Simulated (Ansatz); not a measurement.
# CuTe: the cost of one run

Method: DFT LDA+U (U = 8 eV, J = 0.9 eV on Cu d), plane waves, PAW, in Ansatz 0.2.0.

### Step 1. The system as given

Symmetry: Pmmn, No. 59, orthorhombic system. The conventional cell has a = 3.100 Å, b = 4.020 Å, c = 6.860 Å, α = 90.00°, β = 90.00°, γ = 90.00°. Around Cu (site symmetry mm2) lie 4 Te at 2.54 to 2.73 Å and 4 Cu at 2.63 Å. Te (site symmetry mm2) is surrounded by 4 Cu at 2.54 to 2.73 Å.

As a file:

```cif
data_structure
_symmetry_space_group_name_H-M 'Pmmn:1'
_symmetry_Int_Tables_number 59
_cell_length_a 3.1000
_cell_length_b 4.0200
_cell_length_c 6.8600
_cell_angle_alpha 90.000
_cell_angle_beta 90.000
_cell_angle_gamma 90.000
_cell_volume 85.49
loop_
_atom_site_label
_atom_site_type_symbol
_atom_site_symmetry_multiplicity
_atom_site_Wyckoff_symbol
_atom_site_fract_x
_atom_site_fract_y
_atom_site_fract_z
_atom_site_occupancy
Cu1 Cu 2 b 0.00000 0.50000 0.44900 1
Te1 Te 2 a 0.00000 0.00000 0.22300 1
```

Magnetic order typed: opposed in the cell.

### Step 2. From atoms, symmetry kept, no search

Contents of input.yaml:

```yaml
crystal:
  lattice:
    - [3.09999976, 0.0, 0.0]
    - [0.0, 4.01999969, 0.0]
    - [0.0, 0.0, 6.85999947]
  atoms:
    - { symbol: Cu, position: [0.0, 0.5, 0.449], spin: 1.0 }
    - { symbol: Cu, position: [0.5, 0.0, 0.551], spin: -1.0 }
    - { symbol: Te, position: [0.0, 0.0, 0.223] }
    - { symbol: Te, position: [0.5, 0.5, 0.777] }
basis:
  ecutwfc: 420
  ecutrho_ratio: 4
kpoints:
  mp_grid: { grid: [6, 5, 3] }
hamiltonian:
  xc: lda
  hubbard:
    sites:
      - { site: 0, l: d, u: 8.0, j: 0.9 }
      - { site: 1, l: d, u: 8.0, j: 0.9 }
scf:
  occupations: { method: gaussian, width: 0.05 }
  lower_state_search: "off"
  max_iter: 150
output:
  forces: true
  stress: true
  eigenvalues: true
  populations: true
  hubbard: { sites: [{ site: 0, l: d }, { site: 1, l: d }] }
magnetization:
  spin_polarized: true
```

Command:

```console
$ ansatz run input.yaml --threads 2 --pin off --max-ram 3072MiB --backend cpu --events-out ev --progress --plain --runs-dir out
```

**Question.** How long does this run take on 2 threads of Intel Xeon Platinum 8488C (Sapphire Rapids), shared host, and how much memory does it need?

About 9.2 s, with a peak of 0.52 GiB.
